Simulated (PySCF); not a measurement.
# C5H6F2: the cost of one run

Computed with PySCF 2.14.0, with density-fitted response routines of our own, on a single molecule in the gas phase. Atoms count from 0, in the outputs and in this text.

### Step 1. The molecule as given

13 atoms, charge 0, multiplicity 1; geometry from: GFN2-xTB. The atoms were then displaced at random by about 0.01 Å, so the start is not that level's minimum.

Bonds of the start (Å): C0–C1 1.30, C1–C2 1.31, C2–C3 1.46, C3–C4 1.51, C4–F5 1.37, C4–F6 1.35, C0–H7 1.09, C0–H8 1.09, C2–H9 1.09, C3–H10 1.11, C3–H11 1.11, C4–H12 1.09.

### Step 2. Optimising the geometry at PBE0-D3(BJ)/def2-SVP

Job settings and geometry (Å):

```
{"job": {"xc": "PBE0", "basis": "def2-SVP", "d3": "d3bj", "grid": 1, "shake": 0.01, "kind": "geom"}, "charge": 0, "multiplicity": 1}
C      2.357850     0.379710    -0.141960
C      1.300810    -0.375760    -0.069040
C      0.253640    -1.154490     0.004540
C     -1.123230    -0.686290     0.062060
C     -1.279070     0.816750    -0.004390
F     -0.864910     1.402200     1.158530
F     -2.565480     1.189280    -0.145530
H      2.769500     0.708940    -1.100210
H      2.827250     0.788480     0.754950
H      0.405110    -2.227470     0.068060
H     -1.725570    -1.107150    -0.767570
H     -1.621000    -1.036050     0.996410
H     -0.729060     1.284960    -0.826180
```

The run is started by

```
OMP_NUM_THREADS=1 python probes_run.py task.json out
```

This one command runs all jobs of the session in turn.

**Question.** How long does this first job take on 1 thread of Arm Neoverse V2, shared host, and how much memory does it need?

About 39 s, with a peak of 0.49 GiB.
